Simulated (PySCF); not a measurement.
# [Er(H2O)7]3+: other functionals and bases at one geometry

The task here is to estimate one member of a computed series from the others.

The runs use PySCF 2.14.0; several levels, as the steps say, no spin–orbit coupling.

4 further runs of the same task are left out: 2 for a known fault of the program, 2 that didn't finish.

## The system as given

22 atoms, charge 3, spin multiplicity 1.

Bond lengths: Er1–O2 2.350 Å, Er1–O5 2.350 Å, Er1–O8 2.422 Å, Er1–O11 2.406 Å, Er1–O14 2.417 Å, Er1–O17 2.417 Å, Er1–O20 2.406 Å, O2–H3 0.979 Å, O2–H4 0.979 Å, O5–H6 0.979 Å, O5–H7 0.979 Å, O8–H9 0.975 Å, O8–H10 0.975 Å, O11–H12 0.975 Å, O11–H13 0.975 Å, O14–H15 0.975 Å, O14–H16 0.975 Å, O17–H18 0.975 Å and more. Angles: O2–Er1–O5 179.9°, O2–Er1–O8 90.1°, O2–Er1–O11 90.0°, O2–Er1–O14 90.0°, O2–Er1–O17 90.0°, O2–Er1–O20 90.0°, O5–Er1–O8 90.1°, O5–Er1–O11 90.0°, O5–Er1–O14 90.0°, O5–Er1–O17 90.0°, O5–Er1–O20 90.0°, O8–Er1–O11 71.9°, O8–Er1–O14 143.9°, O8–Er1–O17 143.9°, O8–Er1–O20 71.9°, O11–Er1–O14 71.9°, O11–Er1–O17 144.2°, O11–Er1–O20 143.9° and more.

As a file:

```xyz
22
ErH14O7
Er   -0.00078    0.00000    0.00000
O    -0.00312    0.00000    2.34994
H     0.76294    0.00000    2.95901
H    -0.77083    0.00000    2.95698
O    -0.00312    0.00000   -2.34994
H     0.76294    0.00000   -2.95901
H    -0.77083    0.00000   -2.95698
O     2.42156    0.00000    0.00000
H     3.02888    0.00000    0.76324
H     3.02888    0.00000   -0.76324
O     0.74511    2.28774    0.00000
H     0.91017    2.86566    0.76807
H     0.91017    2.86566   -0.76807
O    -1.95344    1.42434    0.00000
H    -2.42009    1.80924    0.76517
H    -2.42009    1.80924   -0.76517
O    -1.95344   -1.42434    0.00000
H    -2.42009   -1.80924    0.76517
H    -2.42009   -1.80924   -0.76517
O     0.74511   -2.28774    0.00000
H     0.91017   -2.86566    0.76807
H     0.91017   -2.86566   -0.76807
```

Formal oxidation states: Er +3. Each metal's 11 4f electrons lie in its core potential, so multiplicities, spins and levels count the valence alone. An earlier session relaxed this geometry at r2SCAN, Er lcecp-1-SVP with ECP57, O def2-SVP, H def2-SVP (singlet, point group C2v).

At r2SCAN on the finer grid: E = -571.819280 Eh, HOMO -19.39 eV, LUMO -13.44 eV, Mulliken charge on Er1 +1.13 e, largest force component 0.067 eV/Å. 

Levels to run: TPSS; PBE; TPSSh; BP86; r2SCAN, TZVP. Hardware: 4 threads of Intel Xeon Platinum 8375C at 2.90GHz (Ice Lake), shared host.

The first run:

The input, run.py (the lines that set the calculation):

```python
mol = gto.M(atom='''
Er    -0.00078     0.00000     0.00000
O     -0.00312     0.00000     2.34994
H      0.76294     0.00000     2.95901
H     -0.77083     0.00000     2.95698
O     -0.00312     0.00000    -2.34994
H      0.76294     0.00000    -2.95901
H     -0.77083     0.00000    -2.95698
O      2.42156     0.00000     0.00000
H      3.02888     0.00000     0.76324
H      3.02888     0.00000    -0.76324
O      0.74511     2.28774     0.00000
H      0.91017     2.86566     0.76807
H      0.91017     2.86566    -0.76807
O     -1.95344     1.42434     0.00000
H     -2.42009     1.80924     0.76517
H     -2.42009     1.80924    -0.76517
O     -1.95344    -1.42434     0.00000
H     -2.42009    -1.80924     0.76517
H     -2.42009    -1.80924    -0.76517
O      0.74511    -2.28774     0.00000
H      0.91017    -2.86566     0.76807
H      0.91017    -2.86566    -0.76807''',
    basis={'Er': 'lcecp-1-SVP', 'O': 'def2-SVP', 'H': 'def2-SVP'},
    ecp={'Er': 'lcecp-1-SVP'},
    charge=3, spin=0)
mf = dft.RKS(mol, xc='TPSS')
mf.grids.atom_grid = (75, 302)  # f atoms: unpruned, at least (60, 302)
mf = mf.density_fit()  # fitting sets: Er AutoAux, O def2-universal-JKFIT, H def2-universal-JKFIT
mf.conv_tol = 1e-08; mf.max_cycle = 55
mf.kernel(dm0)  # dm0: the density of the relaxed state
```

Launch:

```
$ OMP_NUM_THREADS=4 python run.py
```

Among the steps run: TPSS; PBE; TPSSh; BP86; r2SCAN, TZVP.

One of the session's tables, all rows but one given; the rest of the session is left out.

| level | HOMO (eV) | gap (eV) | charge on Er1 (e) | largest force component (eV/Å) |
| --- | --- | --- | --- | --- |
| r2SCAN (relaxed here) | -19.39 | 5.95 | 1.13 | 0.07 |
| TPSS | -19.05 | 5.60 | 1.01 | 0.36 |
| PBE | -18.91 | 5.20 | 0.87 | 0.42 |
| TPSSh | ? | ? | ? | ? |
| BP86 | -19.02 | 5.19 | 0.90 | 0.48 |
| r2SCAN, TZVP | -19.46 | 5.97 | 1.78 | 0.26 |

Q: Estimate the row for TPSSh from the others.

The run gave: HOMO (eV): -19.81; gap (eV): 6.75; charge on Er1 (e): 1.11; largest force component (eV/Å): 0.16. In the column «HOMO (eV)» it is the lowest.

In one basis the gap runs from 5.19 eV (BP86) to 6.75 eV (TPSSh). The largest leftover force, 0.48 eV/Å with BP86, stands at a geometry relaxed at another level. With 4f in the core, its levels are missing from HOMO and gap, and its count is fixed, so no charge can pass from the ligands into it. Total energies of different levels can't be compared.
